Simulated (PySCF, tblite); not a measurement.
# C5H11BO: geometry, infrared bands and NMR shifts

Wanted: the infrared bands and NMR shifts of C5H11BO (`BOC(C)(C)C=C`), by calculation.

Programs: tblite 0.8.0 and PySCF 2.14.0, with density-fitted response routines of our own. Each step states its level of theory. These are calculated values for one molecule in the gas phase, unless marked as measured. Atoms are numbered from 0 throughout.

### 1 The molecule as given

18 atoms, charge 0, multiplicity 1; geometry from: force field or distance geometry start.

Bonds of the start (Å): B0–O1 1.49, O1–C2 1.43, C2–C3 1.53, C2–C4 1.54, C2–C5 1.53, C5–C6 1.34, B0–H7 1.19, B0–H8 1.18, C3–H9 1.13, C3–H10 1.11, C3–H11 1.11, C4–H12 1.11, C4–H13 1.10, C4–H14 1.12, C5–H15 1.10, C6–H16 1.08, C6–H17 1.08.

### 2 Optimising the geometry with GFN2-xTB

Job settings and geometry (Å):

```
{"job": {"kind": "relax", "xc": "GFN2-xTB", "basis": "xTB"}, "charge": 0, "multiplicity": 1}
B      1.890600     1.102100    -0.632800
O      0.838900     0.173700    -1.133800
C      0.019300    -0.353300    -0.085700
C      0.816700    -1.202300     0.907700
C     -1.020500    -1.275000    -0.757000
C     -0.753100     0.750900     0.647200
C     -1.448000     1.695600     0.002100
H      1.663300     2.268100    -0.574400
H      2.955400     0.696000    -0.332000
H      0.132000    -1.741900     1.620700
H      1.496600    -0.583200     1.525800
H      1.423200    -1.967600     0.375900
H     -0.511400    -2.119400    -1.258400
H     -1.730300    -1.686100    -0.021800
H     -1.599100    -0.712500    -1.535100
H     -0.711900     0.793400     1.747400
H     -1.502400     1.710600    -1.074800
H     -1.968100     2.457300     0.567500
```

Run with:

```bash
$ OMP_NUM_THREADS=1 python probes_run.py task.json out
```

The driver reads the jobs from task.json and runs them one after another.

**Question.** This job is followed by: GFN2-xTB harmonic vibrations, gas phase; GIAO PBE0/pcSseg-1 NMR shielding, non-relativistic, gas phase. What will the session give for the following? strongest single infrared mode (GFN2-xTB); zero-point energy (GFN2-xTB); 13C shifts against TMS (PBE0/pcSseg-1, means over atoms taken as alike); 1H shifts against TMS (PBE0/pcSseg-1, means over atoms taken as alike); 11B shifts against BF3·OEt2 (PBE0/pcSseg-1); 17O shifts against H2O (PBE0/pcSseg-1).

The runs gave:

| quantity | value |
| --- | --- |
| strongest single infrared mode (GFN2-xTB) | 1342 cm⁻¹, 261 km/mol |
| zero-point energy (GFN2-xTB) | 93.6 kcal/mol |
| 13C shifts against TMS (PBE0/pcSseg-1, means over atoms taken as alike) | 153.5, 117.7, 80.9, 32.3 ppm |
| 1H shifts against TMS (PBE0/pcSseg-1, means over atoms taken as alike) | 6.26, 5.49, 5.38, 5.29, 1.46 ppm |
| 11B shifts against BF3·OEt2 (PBE0/pcSseg-1) | 44.3 ppm |
| 17O shifts against H2O (PBE0/pcSseg-1) | 247.2 ppm |

What this shows: Over 171 steps the energy fell by 1.247 eV; of the close pairs, B0–O1 changed most, 1.490 to 1.321 Å. No mode is imaginary among the 48: a minimum at this level. The strongest single mode, at 1342 cm⁻¹, moves mainly B0 and O1. GFN2-xTB is a fitted tight-binding method: band positions and strengths are rough. Its intensities can rank the bands wrongly. C5 (alkene CH) lies farthest downfield among carbon, at 153.5 ppm; the olefinic region. The most deshielded hydrogen is H15 (hydrogen on an alkene CH), at 6.26 ppm: attached to an sp2 carbon and in the plane of the double bond. At PBE0/pcSseg-1: The largest span, 414 ppm, is at O1, where the paramagnetic term is -308 ppm.
